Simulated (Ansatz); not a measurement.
A run of Ansatz 0.2.0 is set up as follows.

The input input.yaml:

```yaml
crystal:
  lattice:
    - [3.191423, 0.0, 0.0]
    - [0.0, 3.191423, 0.0]
    - [0.0, 0.0, 4.485164]
  atoms:
    - { symbol: Hf, position: [0.0, 0.0, 0.0] }
    - { symbol: Mo, position: [0.5, 0.5, 0.5] }
    - { symbol: C, position: [0.5, 0.5, 0.0] }
    - { symbol: C, position: [0.0, 0.0, 0.5] }
hamiltonian:
  xc: pbesol
  pseudopotentials: { kind: paw_fr }
magnetization:
  noncollinear: true
  spin_orbit: true
kpoints:
  mp_grid: { grid: [8, 8, 6] }
  band_path:
    path:
      - [[0.0, 0.0, 0.0], [0.0, 0.5, 0.0], [0.5, 0.5, 0.0], [0.0, 0.0, 0.0], [0.0, 0.0, 0.5], [0.0, 0.5, 0.5], [0.5, 0.5, 0.5], [0.0, 0.0, 0.5]]
      - [[0.0, 0.5, 0.0], [0.0, 0.5, 0.5]]
      - [[0.5, 0.5, 0.0], [0.5, 0.5, 0.5]]
    npoints: 14
scf:
  occupations: { method: fermi_dirac, width: 0.05 }
  n_extra_bands: 10
output:
  forces: true
  stress: true
  eigenvalues: true
  fatbands: false
```

Potentials or basis: Ansatz PAW.

Command:

```console
$ ansatz run input.yaml --threads 2 --pin off --max-ram 5632MiB --backend cpu --events-out ev --progress --plain --runs-dir out
```

Problem. Estimate the pressure.

Solution. -9.3 GPa.

Problem. Estimate the band gap on the k mesh.

Solution. None (metal or under the smearing width).

Stress tensor (GPa, compression positive):
```
 -7.84   0.00   0.00
  0.00  -7.84   0.00
  0.00   0.00 -12.13
```

Caveat: the PAW data sets come from PBE, with cores solved anew for the run's functional, which leaves a small shift of forces and pressure.
